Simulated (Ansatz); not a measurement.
# SiGeH (doublet): from Hartree-Fock to the top rungs, cc-pVTZ

An exercise on one series of results from a longer session: the logs are not shown, and one member is left open.

The runs use Ansatz 0.2.0, Gaussian basis; cc-pVTZ, core rule «outside noble gas», up to 19 orbitals frozen.

Plan: UHF; CCSD(T) on ROHF; CCSD(T) on UHF; BCCD(T) on ROHF; CCSDT(Q) on ROHF; CCSDT(Q) on UHF; CASSCF and MRCISD+Q, 9 electrons in 9 orbitals; CASSCF and MRCISD+Q(relaxed), 9 electrons in 9 orbitals; CASSCF and NEVPT2, 9 electrons in 9 orbitals.

5 further runs of the same task are left out: 5 set aside as unsound or not needed.

### The system

The geometry is a PBE0/def2-TZVP stationary point (not a proven minimum) of the parent state, kept for this charge and spin. No spin-orbit coupling is included. The filled d shell of Ge may be among the frozen orbitals whatever the setting's name suggests; the logs give the count.

3 atoms, charge 0, spin multiplicity 2.

Atoms are counted from 1 here; the program's logs count them from 0.

Bond lengths: Si1–Ge2 2.393 Å, Si1–H3 1.522 Å. Angles: Ge2–Si1–H3 111.0°.

Set-up of the first run:

The input, in.yaml:

```yaml
crystal:
  periodic: [false, false, false]
  atoms:
    - {symbol: Si, position_ang: [0.000000, -0.103104, 1.700052]}
    - {symbol: Ge, position_ang: [0.000000, 0.022000, -0.689498]}
    - {symbol: H, position_ang: [0.000000, 1.287411, 2.319887]}
basis:
  gaussian: {orbitals: cc-pVTZ}
magnetization: {spin_polarized: true, initial_magnetization: 1}
hamiltonian: {xc: hf}
output: {orbitals: {seedname: orbitals}}
```

Started as:

```sh
ansatz run in.yaml --threads 1 --pin off --events-out ev --progress --plain --max-ram 4096MiB --backend cpu
```

Among the steps run: UHF; CCSD(T) on ROHF; CCSD(T) on UHF; BCCD(T) on ROHF; CCSDT(Q) on ROHF; CCSDT(Q) on UHF; CASSCF and MRCISD+Q, 9 electrons in 9 orbitals; CASSCF and MRCISD+Q(relaxed), 9 electrons in 9 orbitals; CASSCF and NEVPT2, 9 electrons in 9 orbitals.

One table of the session follows, with a row left open; its other results are not shown here.

| method | from RCCSDT(Q) (kJ/mol) |
| --- | --- |
| ROHF | +600.4 |
| RMP2 | +136.5 |
| UMP2 | +156.1 |
| RCCSD | +41.9 |
| UCCSD | +43.6 |
| RCCSD(T) | +9.7 |
| UCCSD(T) | +10.4 |
| BCCD(T) | +9.4 |
| RCCSDT | ? |
| UCCSDT | +3.6 |
| RCCSDT(Q) | 0 |
| UCCSDT(Q) | -0.6 |
| CASSCF valence | +409.6 |
| NEVPT2 valence | +100.3 |
| MRCISD valence | +38.6 |
| MRCISD+Q valence | +4.3 |
| MRCISD+Q(relaxed) valence | +1.0 |

Estimate the missing values for RCCSDT.

The run gave: from RCCSDT(Q) (kJ/mol): +3.3. In the column «from RCCSDT(Q) (kJ/mol)» it lies between MRCISD+Q(relaxed) valence (+1.0) and UCCSDT (+3.6).

Some runs used a GPU and others CPU threads alone; cost is compared among the CPU runs only.

Among the levels timed on like hardware, those that no quicker one beats, quickest first: NEVPT2 valence (21 s, +100.3 kJ/mol); RCCSD(T) (55 s, +9.7 kJ/mol); BCCD(T) (57 s, +9.4 kJ/mol).

To keep in mind: The determinant is far from a pure spin state, so its energy mixes those of several spin states (harmless only where they are near-degenerate, as at dissociation). Left out of the table: UHF (another determinant or state than the rows shown). Warnings: spin contamination; coupled cluster took another determinant than the lowest; large T1 diagnostic. Restricted and unrestricted rows rest on different reference determinants; where their highest levels disagree by more than a few hundredths of an eV, they describe different states and don't form one ladder.
